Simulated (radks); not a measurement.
# Valence configurations of Cl

One table from this session's results is given with a row withheld; the runs are named, their logs left out.

The numbers are computed with radks (a radial shooting solver on a logarithmic mesh, Libxc functionals) version 1 (Dirac Kohn-Sham, PBEsol, spin-unpolarised, spherical densities, finite nucleus; open shells fill j = l - 1/2 first), except any that are marked as measured or tabulated.

## The atom as given

```
element            : chlorine (Z = 17)
charge             : 0
electrons          : 17
configuration      : [Ne] 3s2 3p5
nuclear rms radius : 3.3654 fm
others tried       : 3s1 3p6; 3s1.5 3p5.5
```

Set-up of the first run:

Input:

```text
Z 17
configuration [Ne] 3s2 3p5
relativity Dirac
functional pbe_sol,pbe_sol
spin unpolarised
j_filling energy
nucleus finite rms 3.3654 fm
c 137.035999084
```

Steps of the session up to this table: [Ne] 3s2 3p5.

One table of the session follows, with a row left open; its other results are not shown here.

It belongs to the step «[Ne] 3s2 3p5». From the orbitals of this run (lengths in bohr):

```
level      <r>  outermost maximum (interpolated)  90 % within  nodes
1s1/2  0.09106                            0.0595        0.163      0
2s1/2        ?                                 ?            ?      ?
2p1/2   0.4057                             0.301        0.674      0
2p3/2   0.4080                             0.302        0.678      0
3s1/2    1.537                              1.28         2.34      2
3p1/2    1.837                              1.43         2.92      1
3p3/2    1.847                              1.43         2.93      1
```

Estimate the missing values for 2s1/2.

As computed: <r>: 0.4447; outermost maximum (interpolated): 0.362; 90 % within: 0.696; nodes: 1. In the column «<r>» it lies between 2p3/2 (0.4080) and 3s1/2 (1.537).
